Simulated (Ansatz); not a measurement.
Relaxation of a periodic cell of 25 atoms, LiSi8O16 (host SiO2, host structure P4_2/mnm, interstitial Li), to a largest force component of 0.03 eV/Å in at most 60 steps.

Method: DFT PBE, scalar-relativistic, plane waves, PAW (Ansatz). Settings: PAW set soft_1, cutoff 420 eV, k mesh 2x2x2, gaussian smearing 0.05 eV, spin collinear.

```xyz
25
Lattice="-4.1337 -4.1337 0.0000 4.1337 -4.1337 0.0000 0.0000 0.0000 5.3034" Properties=species:S:1:pos:R:3
Si 0.000 -4.134 0.000
Si 2.067 -2.067 1.326
O 1.264 -2.870 0.000
O 0.803 -0.803 1.326
O -1.264 -5.397 0.000
O 3.331 -3.331 1.326
Si 0.000 -4.134 2.652
Si 2.067 -2.067 3.978
O 1.264 -2.870 2.652
O 0.803 -0.803 3.978
O -1.264 -5.397 2.652
O 3.331 -3.331 3.978
Si 0.000 0.000 0.000
Si -2.067 -2.067 1.326
O -2.870 -2.870 0.000
O 0.803 -4.937 1.326
O -1.264 -1.264 0.000
O -0.803 -3.331 1.326
Si 0.000 0.000 2.652
Si -2.067 -2.067 3.978
O -2.870 -2.870 2.652
O 0.803 -4.937 3.978
O -1.264 -1.264 2.652
O -0.803 -3.331 3.978
Li 2.099 -4.190 0.687
```

**Question.** Where does it end, and by what steps?

**Answer.** It converged. Limits of this set-up: coarse k mesh, a small cell, in which the defect meets its images. After 7 steps the energy has fallen by 0.996 eV; Li25 moved furthest, 0.60 Å.

| step | energy less start (eV) | largest force component (eV/Å) | accepted |
| --- | --- | --- | --- |
| 0 | 0.0000 | 3.500 | yes |
| 1 | -0.4316 | 2.423 | yes |
| 2 | -0.8166 | 0.345 | yes |
| 3 | -0.8321 | 0.448 | yes |
| 4 | -0.9248 | 0.358 | yes |
| 5 | -0.9002 | 0.879 | no |
| 6 | -0.9792 | 0.174 | yes |
| 7 | -0.9959 | 0.028 | yes |

```xyz
25
Lattice="-4.1337 -4.1337 0.0000 4.1337 -4.1337 0.0000 0.0000 0.0000 5.3034" Properties=species:S:1:pos:R:3
Si -0.039 -4.150 -0.046
Si 2.075 -1.934 1.302
O 1.308 -2.937 0.014
O 0.783 -0.811 1.302
O -1.318 -5.341 -0.066
O 3.467 -3.210 1.301
Si -0.033 -4.151 2.647
Si 2.051 -2.107 3.953
O 1.310 -2.938 2.587
O 0.753 -0.882 3.951
O -1.316 -5.341 2.669
O 3.364 -3.302 3.954
Si 0.041 0.012 -0.045
Si -2.072 -2.203 1.302
O -2.813 -2.932 -0.065
O 0.670 -5.062 1.301
O -1.306 -1.202 0.016
O -0.781 -3.328 1.302
Si 0.036 0.013 2.646
Si -2.049 -2.032 3.953
O -2.814 -2.931 2.668
O 0.772 -4.970 3.954
O -1.308 -1.200 2.585
O -0.750 -3.256 3.952
Li 2.067 -4.135 1.283
```

Run time: 2.6 min on 2 threads of Arm Neoverse V2, on a shared host, peak memory 0.6 GiB.
